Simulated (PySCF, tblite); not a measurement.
# C₄H₁₃NSSi: geometry, infrared bands and NMR shifts

What infrared bands and NMR shifts should C₄H₁₃NSSi (`CC[C@@H](C)N[SiH2]S`) show?

The runs use tblite 0.8.0 and PySCF 2.14.0, with density-fitted response routines of our own; the level of theory stands in each step. All values are computed, except where a source is named. Atoms count from 0, in the outputs and in this text.

**1. The molecule as given**

20 atoms, charge 0, multiplicity 1; geometry from: force field or distance geometry start.

Bonds of the start (Å): C0–C1 1.54, C1–C2 1.54, C2–C3 1.55, C2–N4 1.46, N4–Si5 1.70, Si5–S6 2.13, C0–H7 1.09, C0–H8 1.09, C0–H9 1.11, C1–H10 1.09, C1–H11 1.10, C2–H12 1.09, C3–H13 1.09, C3–H14 1.08, C3–H15 1.09, N4–H16 1.02, Si5–H17 1.48, Si5–H18 1.47, S6–H19 1.35.

**2. Relaxing the molecule with GFN2-xTB**

Job settings and geometry (Å):

```
{"job": {"kind": "relax", "xc": "GFN2-xTB", "basis": "xTB"}, "charge": 0, "multiplicity": 1}
C     -1.067600    -1.206800     1.752800
C     -1.465800    -0.060400     0.807400
C     -0.576200     0.000800    -0.446900
C     -1.121900     1.104800    -1.390900
N      0.804200     0.262300    -0.066400
Si     2.183400    -0.033900    -1.010600
S      3.820100     0.426000     0.272200
H     -0.063700    -1.063500     2.165600
H     -1.107500    -2.170100     1.235700
H     -1.777500    -1.248900     2.601100
H     -2.512000    -0.204700     0.521500
H     -1.415800     0.880300     1.369100
H     -0.666600    -0.961700    -0.954300
H     -1.065100     2.085500    -0.915800
H     -0.560600     1.145000    -2.318300
H     -2.171100     0.905300    -1.627500
H      0.884900     1.197700     0.333500
H      2.205600    -1.464300    -1.396900
H      2.165800     0.885400    -2.161500
H      3.502200    -0.468200     1.227000
```

The run is started by

```bash
$ OMP_NUM_THREADS=1 python probes_run.py task.json out
```

One launch serves the whole session: the jobs run in the order shown.

**Question.** This job is followed by: GFN2-xTB harmonic vibrations, gas phase; GIAO PBE0/pcSseg-1 NMR shielding, non-relativistic, gas phase. Predict these results of the whole session: strongest single infrared mode (GFN2-xTB); zero-point energy (GFN2-xTB); ¹³C shifts against TMS (PBE0/pcSseg-1); ¹H shifts against TMS (PBE0/pcSseg-1, means over atoms taken as alike); ¹⁵N shifts against NH3 (PBE0/pcSseg-1); ²⁹Si shifts against TMS (PBE0/pcSseg-1); ³³S shifts against CS2 (PBE0/pcSseg-1).

The runs gave:

| quantity | value |
| --- | --- |
| strongest single infrared mode (GFN2-xTB) | 758 cm⁻¹, 321 km/mol |
| zero-point energy (GFN2-xTB) | 102.1 kcal/mol |
| ¹³C shifts against TMS (PBE0/pcSseg-1) | 53.0, 37.6, 29.1, 14.0 ppm |
| ¹H shifts against TMS (PBE0/pcSseg-1, means over atoms taken as alike) | 5.29, 5.21, 2.33, 1.51, 1.20, 1.14, 0.85, 0.41, -0.39 ppm |
| ¹⁵N shifts against NH3 (PBE0/pcSseg-1) | 60.1 ppm |
| ²⁹Si shifts against TMS (PBE0/pcSseg-1) | -32.5 ppm |
| ³³S shifts against CS2 (PBE0/pcSseg-1) | -234 ppm |

Over 113 steps the energy fell by 0.217 eV; of the close pairs, C2–C3 changed most, 1.552 to 1.529 Å. All 54 modes are real, so the xTB geometry is a minimum. The strongest single mode, at 758 cm⁻¹, has its largest shares on H18, H17 and H19 (the list is cut at 3 atoms). GFN2-xTB is a fitted tight-binding method: band positions and strengths are rough. Its intensities can rank the bands wrongly. At PBE0/pcSseg-1: Shielding is most anisotropic at S6 (span 231 ppm, paramagnetic term -319 ppm).
